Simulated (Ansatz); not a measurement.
# RbB2Ru: the cost of one run

Program: Ansatz 0.2.0. Level of theory: DFT PBE, scalar-relativistic, plane waves, PAW. These are calculated values, not measurements.

### Step 1. The structure to begin with

It takes space group P4/mmm (No. 123, tetragonal). The conventional cell has a = 3.776 Å, b = 3.776 Å, c = 5.082 Å, α = 90.00°, β = 90.00°, γ = 90.00°. Around Rb (site symmetry 4/mmm) lie 6 B at 2.54 to 2.67 Å. B (site symmetry 4/mmm) has 2 Ru at 2.54 Å and 4 Rb at 2.67 Å as nearest neighbours. B (site symmetry 4/mmm) has 2 Rb at 2.54 Å and 4 Ru at 2.67 Å as nearest neighbours. Ru (site symmetry 4/mmm) has 6 B at 2.54 to 2.67 Å as nearest neighbours.

Coordinates:

```cif
data_structure
_symmetry_space_group_name_H-M 'P4/mmm'
_symmetry_Int_Tables_number 123
_cell_length_a 3.7755
_cell_length_b 3.7755
_cell_length_c 5.0816
_cell_angle_alpha 90.000
_cell_angle_beta 90.000
_cell_angle_gamma 90.000
_cell_volume 72.44
loop_
_atom_site_label
_atom_site_type_symbol
_atom_site_symmetry_multiplicity
_atom_site_Wyckoff_symbol
_atom_site_fract_x
_atom_site_fract_y
_atom_site_fract_z
_atom_site_occupancy
Rb1 Rb 1 d 0.50000 0.50000 0.50000 1
B1 B 1 b 0.00000 0.00000 0.50000 1
B2 B 1 c 0.50000 0.50000 0.00000 1
Ru1 Ru 1 a 0.00000 0.00000 0.00000 1
```

A structure generator made this guess: species swapped into a database cell of NaLaS2 (P4/mmm, No. 123), with Ru on the Na sites, Rb on the La sites and B on the S sites. Its size is a rough estimate.

### Step 2. A first look at the guess

input.yaml

```yaml
crystal:
  lattice:
    - [3.77552628, 0.0, 0.0]
    - [0.0, 3.77552628, 0.0]
    - [0.0, 0.0, 5.08164209]
  atoms:
    - { symbol: Rb, position: [0.5, 0.5, 0.5] }
    - { symbol: B, position: [0.0, 0.0, 0.5] }
    - { symbol: B, position: [0.5, 0.5, 0.0] }
    - { symbol: Ru, position: [0.0, 0.0, 0.0] }
basis:
  ecutwfc: 420
kpoints:
  mp_grid: { grid: [4, 4, 4] }
hamiltonian:
  xc: pbe
scf:
  occupations: { method: gaussian, width: 0.1 }
  lower_state_search: "off"
output:
  forces: true
  stress: true
  eigenvalues: true
```

Launch:

```
> ansatz run input.yaml --threads 1 --pin off --max-ram 2560MiB --backend cpu --events-out ev --progress --plain --runs-dir out
```

What time and memory should one allow on 1 thread of Arm Neoverse V2, shared host?

About 1.3 s, with a peak of 0.32 GiB.
